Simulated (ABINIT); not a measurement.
Crystal: BeAu3.

```
CELL_PARAMETERS angstrom
4.01171 0.00000 0.00000
0.00000 4.01171 0.00000
0.00000 0.00000 4.01171
ATOMIC_POSITIONS crystal
Au 0.50000 0.50000 0.00000
Au 0.50000 0.00000 0.50000
Au 0.00000 0.50000 0.50000
Be 0.00000 0.00000 0.00000
```

The cell comes from a database or a generator and needn't be the stable form of this composition.

- Program: ABINIT 10.8.3 (patched build)
- Task: single point
- Functional: PBE
- Potentials or basis: JTH PAW PBE v2.0
- Cutoff: 544 eV
- k mesh: 7 × 7 × 7
- Occupations: fermi-dirac, width 0.05 eV
- Spin: no spin polarisation

On this cell: pressure -1.2 GPa; largest force zero by symmetry; band gap on the k mesh none (metal or under the smearing width).

The same run follows on a disturbed copy (atoms moved at random, drawn with an rms of 0.05 Å):

```xyz
4
Lattice="4.0117 0.0000 0.0000 0.0000 4.0117 0.0000 0.0000 0.0000 4.0117" Properties=species:S:1:pos:R:3 pbc="T T T"
Au    2.0055    1.9788    0.0124
Au    2.0264    0.0148    2.0354
Au   -0.0307    2.0045    2.0378
Be    0.0121    0.0053    0.0195
```

Problem. What changes?

Solution. The energy (extrapolated to zero smearing) moves by +4.3 meV/atom; pressure -1.0 GPa; largest force 0.518 eV/Å; band gap on the k mesh none (metal or under the smearing width).

Forces in eV/Å, atoms in the order of the input:
```
Au  -0.225  0.199  0.217
Au  -0.267 -0.349 -0.107
Au   0.483  0.149 -0.110
Be   0.009  0.002  0.000
```

Stress tensor (GPa, compression positive):
```
-1.07  0.07 -0.05
 0.07 -0.98  0.05
-0.05  0.05 -1.04
```
